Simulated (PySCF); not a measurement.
# A gas-phase reaction: GeH4O + Cl4Ti → Cl3GeH3OTi + ClH

Aim: the reaction energy of `[OH][GeH3]` + `[Cl][Ti]([Cl])([Cl])[Cl]` → `[Cl][Ti]([Cl])([Cl])[O][GeH3]` + `Cl`.

Programs: PySCF 2.14.0. All values are calculated, for the isolated system unless a continuum is named. Atoms count from 0, parts from 1.

### Step 1. Starting point

Each species was relaxed by itself at PBE0-D3(BJ)/def2-SVP.

### Step 2. Reaction energy: wB97M-D3(BJ)/def2-TZVP

The job: settings as JSON, then the geometry in Å.

```
{"job": {"kind": "react", "xc": "wB97M-D3(BJ)", "basis": "def2-TZVP"}, "charge": 0, "multiplicity": 1}
-1 GeH4O charge 0 multiplicity 1
Ge    -0.357720     0.003370     0.055190
O      1.387810    -0.059460     0.412560
H     -0.767060     1.427610    -0.377600
H     -1.031840    -0.386040     1.375340
H     -0.714210    -0.996980    -1.065430
H      1.928230     0.164470    -0.352060

-1 Cl4Ti charge 0 multiplicity 1
Cl     0.740510    -1.874360    -0.768030
Ti     0.005390    -0.002090    -0.001170
Cl     1.365860     0.741330     1.492490
Cl    -1.936500    -0.300040     0.878590
Cl    -0.148760     1.425200    -1.605910

+1 Cl3GeH3OTi charge 0 multiplicity 1
Ge    -0.413320     0.925120     1.556670
O     -0.038020    -0.025070     0.067710
Ti     0.364750    -0.836610    -1.384820
Cl     1.414500     0.554460    -2.697160
Cl    -1.472790    -1.525610    -2.337870
Cl     1.647150    -2.532570    -0.899500
H     -0.885830    -0.092310     2.600490
H     -1.512680     1.912490     1.151280
H      0.896340     1.620180     1.943410

+1 ClH charge 0 multiplicity 1
Cl     0.642870     0.008210    -0.008820
H     -0.641970    -0.007350     0.008920
```

Level: wB97M-D3(BJ)/def2-TZVP reaction energy of separated species, gas phase.

The run is started by

```console
$ OMP_NUM_THREADS=1 python cluster_run.py task.json out
```

One launch serves the whole session: the jobs run in the order shown.

Output:

```text
species 1 (GeH4O)
coarse grid: 22488 points
cycle   1  E = -2154.5894712357  dE = -6.544e-01  |g| = 8.956e-01  |ddm| = 1.686e+00
cycle   2  E = -2154.5438285075  dE =  4.564e-02  |g| = 1.081e+00  |ddm| = 8.803e-01
cycle   3  E = -2154.7019697932  dE = -1.581e-01  |g| = 6.046e-02  |ddm| = 4.885e-01
cycle   4  E = -2154.7024398448  dE = -4.701e-04  |g| = 3.351e-02  |ddm| = 4.208e-02
cycle   5  E = -2154.7025746710  dE = -1.348e-04  |g| = 3.731e-03  |ddm| = 1.676e-02
cycle   6  E = -2154.7025786117  dE = -3.941e-06  |g| = 5.291e-04  |ddm| = 4.833e-03
final grid: 45736 points
cycle   7  E = -2154.7025015098  dE = -1.530e-07  |g| = 3.241e-04  |ddm| = 1.195e-03
cycle   8  E = -2154.7025015195  dE = -9.684e-09  |g| = 3.277e-04  |ddm| = 4.184e-04
cycle   9  E = -2154.7025015354  dE = -1.589e-08  |g| = 4.015e-05  |ddm| = 1.554e-04
cycle  10  E = -2154.7025015361  dE = -6.985e-10  |g| = 2.375e-05  |ddm| = 7.009e-05
converged SCF energy = -2154.7025015361

species 2 (Cl4Ti)
coarse grid: 32720 points
cycle   1  E = -2690.5065176725  dE =  4.448e-01  |g| = 1.017e+00  |ddm| = 2.183e+00
cycle   2  E = -2684.7919788001  dE =  5.715e+00  |g| = 6.805e+00  |ddm| = 2.601e+00
cycle   3  E = -2690.6553885556  dE = -5.863e+00  |g| = 9.163e-01  |ddm| = 1.659e+00
cycle   4  E = -2690.8072874690  dE = -1.519e-01  |g| = 1.269e-01  |ddm| = 3.648e-01
cycle   5  E = -2690.8099461914  dE = -2.659e-03  |g| = 4.087e-02  |ddm| = 6.135e-02
cycle   6  E = -2690.8103449470  dE = -3.988e-04  |g| = 6.183e-03  |ddm| = 3.470e-02
cycle   7  E = -2690.8103605320  dE = -1.559e-05  |g| = 1.544e-03  |ddm| = 6.218e-03
cycle   8  E = -2690.8103625635  dE = -2.032e-06  |g| = 5.850e-04  |ddm| = 2.671e-03
final grid: 60240 points
cycle   9  E = -2690.8102356546  dE = -4.696e-07  |g| = 7.504e-04  |ddm| = 1.985e-03
cycle  10  E = -2690.8102354225  dE =  2.321e-07  |g| = 1.464e-03  |ddm| = 1.245e-03
cycle  11  E = -2690.8102358612  dE = -4.387e-07  |g| = 1.433e-04  |ddm| = 7.603e-04
cycle  12  E = -2690.8102358883  dE = -2.706e-08  |g| = 5.457e-05  |ddm| = 3.279e-04
cycle  13  E = -2690.8102358917  dE = -3.409e-09  |g| = 1.178e-05  |ddm| = 1.341e-04
cycle  14  E = -2690.8102358918  dE = -9.641e-11  |g| = 4.505e-06  |ddm| = 2.331e-05
converged SCF energy = -2690.8102358918

species 3 (Cl3GeH3OTi)
coarse grid: 46416 points
cycle   1  E = -4384.2685579501  dE = -2.315e-01  |g| = 1.394e+00  |ddm| = 2.681e+00
cycle   2  E = -4379.0496665553  dE =  5.219e+00  |g| = 6.571e+00  |ddm| = 2.468e+00
cycle   3  E = -4384.5953599881  dE = -5.546e+00  |g| = 7.140e-01  |ddm| = 1.734e+00
cycle   4  E = -4384.6478512991  dE = -5.249e-02  |g| = 2.439e-01  |ddm| = 2.967e-01
cycle   5  E = -4384.6575928161  dE = -9.742e-03  |g| = 5.222e-02  |ddm| = 1.184e-01
cycle   6  E = -4384.6579988230  dE = -4.060e-04  |g| = 2.777e-02  |ddm| = 3.756e-02
cycle   7  E = -4384.6581593909  dE = -1.606e-04  |g| = 6.534e-03  |ddm| = 2.013e-02
cycle   8  E = -4384.6581707844  dE = -1.139e-05  |g| = 1.985e-03  |ddm| = 7.320e-03
cycle   9  E = -4384.6581725253  dE = -1.741e-06  |g| = 4.215e-04  |ddm| = 2.491e-03
final grid: 88856 points
cycle  10  E = -4384.6581094977  dE = -3.404e-07  |g| = 3.414e-04  |ddm| = 1.732e-03
cycle  11  E = -4384.6581095447  dE = -4.705e-08  |g| = 3.448e-04  |ddm| = 5.066e-04
cycle  12  E = -4384.6581095700  dE = -2.534e-08  |g| = 9.910e-05  |ddm| = 2.041e-04
cycle  13  E = -4384.6581095793  dE = -9.264e-09  |g| = 6.324e-05  |ddm| = 1.713e-04
cycle  14  E = -4384.6581095815  dE = -2.168e-09  |g| = 2.388e-05  |ddm| = 9.888e-05
cycle  15  E = -4384.6581095816  dE = -1.564e-10  |g| = 1.619e-05  |ddm| = 2.390e-05
converged SCF energy = -4384.6581095816

species 4 (ClH)
coarse grid: 8792 points
cycle   1  E = -460.8485695542  dE = -7.958e-02  |g| = 2.186e-01  |ddm| = 7.689e-01
cycle   2  E = -460.8609845784  dE = -1.242e-02  |g| = 1.368e-01  |ddm| = 2.956e-01
cycle   3  E = -460.8652671615  dE = -4.283e-03  |g| = 1.307e-02  |ddm| = 9.983e-02
cycle   4  E = -460.8653059117  dE = -3.875e-05  |g| = 3.141e-03  |ddm| = 1.037e-02
cycle   5  E = -460.8653112095  dE = -5.298e-06  |g| = 7.173e-04  |ddm| = 4.670e-03
final grid: 17120 points
cycle   6  E = -460.8652801431  dE = -2.145e-07  |g| = 2.926e-04  |ddm| = 8.555e-04
cycle   7  E = -460.8652801666  dE = -2.356e-08  |g| = 1.266e-04  |ddm| = 3.251e-04
cycle   8  E = -460.8652801700  dE = -3.415e-09  |g| = 2.736e-05  |ddm| = 9.147e-05
cycle   9  E = -460.8652801705  dE = -4.558e-10  |g| = 7.383e-07  |ddm| = 5.357e-05
converged SCF energy = -460.8652801705

Reaction energy = -6.792 kcal/mol
```

It took 1.8 min on 1 thread of Arm Neoverse N1, shared host; peak memory 1.2 GiB.

Species by species (with the dispersion term, which the log's SCF energies lack):

```csv
ν,species,energy (Eh),HOMO (eV)
-1,[OH][GeH3],-2154.70610,-10.87
-1,[Cl][Ti]([Cl])([Cl])[Cl],-2690.81818,-11.86
+1,[Cl][Ti]([Cl])([Cl])[O][GeH3],-4384.66928,-11.23
+1,Cl,-460.86582,-11.82
```

### Step 3. Reaction energy: PBE0-D3(BJ)/def2-TZVP

Same as in step 2 but for these lines:

```diff
@@ -1,2 +1,2 @@
-{"job": {"kind": "react", "xc": "wB97M-D3(BJ)", "basis": "def2-TZVP"}, "charge": 0, "multiplicity": 1}
+{"job": {"kind": "react", "xc": "PBE0", "basis": "def2-TZVP", "disp": "d3bj"}, "charge": 0, "multiplicity": 1}
 -1 GeH4O charge 0 multiplicity 1
```

Method: PBE0-D3(BJ)/def2-TZVP reaction energy of separated species, gas phase.

Output:

```text
species 1 (GeH4O)
coarse grid: 22488 points
cycle   1  E = -2154.1990571798  dE = -5.634e-01  |g| = 9.703e-01  |ddm| = 1.714e+00
cycle   2  E = -2153.8964587968  dE =  3.026e-01  |g| = 1.610e+00  |ddm| = 1.355e+00
cycle   3  E = -2154.3199209967  dE = -4.235e-01  |g| = 1.901e-01  |ddm| = 1.031e+00
cycle   4  E = -2154.3254049126  dE = -5.484e-03  |g| = 4.813e-02  |ddm| = 1.116e-01
cycle   5  E = -2154.3256124434  dE = -2.075e-04  |g| = 6.984e-03  |ddm| = 2.337e-02
cycle   6  E = -2154.3256230888  dE = -1.065e-05  |g| = 1.291e-03  |ddm| = 5.775e-03
cycle   7  E = -2154.3256234343  dE = -3.455e-07  |g| = 1.614e-04  |ddm| = 1.249e-03
final grid: 45736 points
cycle   8  E = -2154.3256161183  dE = -1.395e-08  |g| = 1.708e-04  |ddm| = 3.825e-04
cycle   9  E = -2154.3256161139  dE =  4.388e-09  |g| = 2.491e-04  |ddm| = 2.659e-04
cycle  10  E = -2154.3256161240  dE = -1.008e-08  |g| = 3.218e-05  |ddm| = 1.394e-04
cycle  11  E = -2154.3256161241  dE = -1.614e-10  |g| = 9.097e-06  |ddm| = 2.084e-05
converged SCF energy = -2154.3256161241

species 2 (Cl4Ti)
coarse grid: 32720 points
cycle   1  E = -2689.6221412127  dE =  4.129e-01  |g| = 8.228e-01  |ddm| = 2.316e+00
cycle   2  E = -2681.4567343624  dE =  8.165e+00  |g| = 7.757e+00  |ddm| = 2.689e+00
cycle   3  E = -2689.5958979879  dE = -8.139e+00  |g| = 1.034e+00  |ddm| = 1.922e+00
cycle   4  E = -2689.7871655568  dE = -1.913e-01  |g| = 1.318e-01  |ddm| = 3.981e-01
cycle   5  E = -2689.7896819770  dE = -2.516e-03  |g| = 5.755e-02  |ddm| = 5.361e-02
cycle   6  E = -2689.7904250396  dE = -7.431e-04  |g| = 7.485e-03  |ddm| = 3.178e-02
cycle   7  E = -2689.7904366114  dE = -1.157e-05  |g| = 1.621e-03  |ddm| = 4.523e-03
cycle   8  E = -2689.7904372204  dE = -6.090e-07  |g| = 2.338e-04  |ddm| = 1.024e-03
final grid: 60240 points
cycle   9  E = -2689.7903778612  dE = -2.801e-08  |g| = 5.761e-04  |ddm| = 9.979e-04
cycle  10  E = -2689.7903770443  dE =  8.168e-07  |g| = 2.031e-03  |ddm| = 1.339e-03
cycle  11  E = -2689.7903779288  dE = -8.845e-07  |g| = 1.942e-04  |ddm| = 1.031e-03
cycle  12  E = -2689.7903779385  dE = -9.724e-09  |g| = 1.669e-05  |ddm| = 1.618e-04
cycle  13  E = -2689.7903779386  dE = -7.549e-11  |g| = 4.335e-06  |ddm| = 1.500e-05
converged SCF energy = -2689.7903779386

species 3 (Cl3GeH3OTi)
coarse grid: 46416 points
cycle   1  E = -4383.1538973140  dE = -1.624e-01  |g| = 1.344e+00  |ddm| = 2.799e+00
cycle   2  E = -4373.3632027155  dE =  9.791e+00  |g| = 8.185e+00  |ddm| = 2.860e+00
cycle   3  E = -4383.3274370162  dE = -9.964e+00  |g| = 9.881e-01  |ddm| = 2.334e+00
cycle   4  E = -4383.4090542165  dE = -8.162e-02  |g| = 4.935e-01  |ddm| = 5.620e-01
cycle   5  E = -4383.4552038985  dE = -4.615e-02  |g| = 1.373e-01  |ddm| = 2.769e-01
cycle   6  E = -4383.4588178524  dE = -3.614e-03  |g| = 3.066e-02  |ddm| = 8.205e-02
cycle   7  E = -4383.4589295139  dE = -1.117e-04  |g| = 1.219e-02  |ddm| = 1.529e-02
cycle   8  E = -4383.4589560593  dE = -2.655e-05  |g| = 1.137e-03  |ddm| = 7.053e-03
cycle   9  E = -4383.4589563246  dE = -2.653e-07  |g| = 3.279e-04  |ddm| = 8.217e-04
final grid: 88856 points
cycle  10  E = -4383.4589837701  dE = -8.978e-08  |g| = 5.120e-04  |ddm| = 1.650e-03
cycle  11  E = -4383.4589833641  dE =  4.060e-07  |g| = 1.530e-03  |ddm| = 9.518e-04
cycle  12  E = -4383.4589838163  dE = -4.522e-07  |g| = 1.781e-04  |ddm| = 7.428e-04
cycle  13  E = -4383.4589838234  dE = -7.095e-09  |g| = 4.637e-05  |ddm| = 1.201e-04
cycle  14  E = -4383.4589838238  dE = -4.220e-10  |g| = 1.236e-05  |ddm| = 3.214e-05
converged SCF energy = -4383.4589838238

species 4 (ClH)
coarse grid: 2248 points
cycle   1  E = -460.6520587428  dE = -4.486e-02  |g| = 1.913e-01  |ddm| = 8.003e-01
cycle   2  E = -460.6551314578  dE = -3.073e-03  |g| = 1.855e-01  |ddm| = 3.546e-01
cycle   3  E = -460.6638815732  dE = -8.750e-03  |g| = 1.442e-02  |ddm| = 1.632e-01
cycle   4  E = -460.6639024450  dE = -2.087e-05  |g| = 2.783e-03  |ddm| = 7.489e-03
cycle   5  E = -460.6639041002  dE = -1.655e-06  |g| = 1.077e-03  |ddm| = 2.587e-03
final grid: 17120 points
cycle   6  E = -460.6643742847  dE = -4.371e-06  |g| = 2.147e-03  |ddm| = 4.633e-03
cycle   7  E = -460.6643743691  dE = -8.440e-08  |g| = 1.707e-03  |ddm| = 2.692e-03
cycle   8  E = -460.6643749003  dE = -5.312e-07  |g| = 1.383e-04  |ddm| = 1.393e-03
cycle   9  E = -460.6643749058  dE = -5.479e-09  |g| = 2.097e-05  |ddm| = 1.112e-04
cycle  10  E = -460.6643749059  dE = -9.857e-11  |g| = 4.488e-06  |ddm| = 1.687e-05
converged SCF energy = -460.6643749059

Reaction energy = -4.961 kcal/mol
```

It took 63 s on 1 thread of Arm Neoverse N1, shared host; peak memory 1.1 GiB.

Reaction energy at this level: -4.96 kcal/mol.

### Step 4. Comparing the runs

Energies in kcal/mol, with wall time:

| run | reaction | time |
| --- | --- | --- |
| wB97M-D3(BJ)/def2-TZVP | -6.79 | 1.8 min |
| PBE0-D3(BJ)/def2-TZVP | -4.96 | 63 s |

### Step 5. What came out

```
                                                quantity                    value
                reaction energy (wB97M-D3(BJ)/def2-TZVP)           -6.79 kcal/mol
                     ΔH, ΔG at 298 K (xTB thermal terms)      -9.0, -8.7 kcal/mol
range of the reaction energy over the runs of this table  -6.79 to -4.96 kcal/mol
```

The reaction is exothermic by 9.0 kcal/mol in the gas phase; dispersion gives -0.11, and xTB itself gave -10.26 for the electronic energy (xTB energies and thermal terms come from the earlier relaxation of each species, not shown). No barrier was sought. The reaction energy runs from -6.79 (wB97M-D3(BJ)/def2-TZVP) to -4.96 kcal/mol (PBE0-D3(BJ)/def2-TZVP).
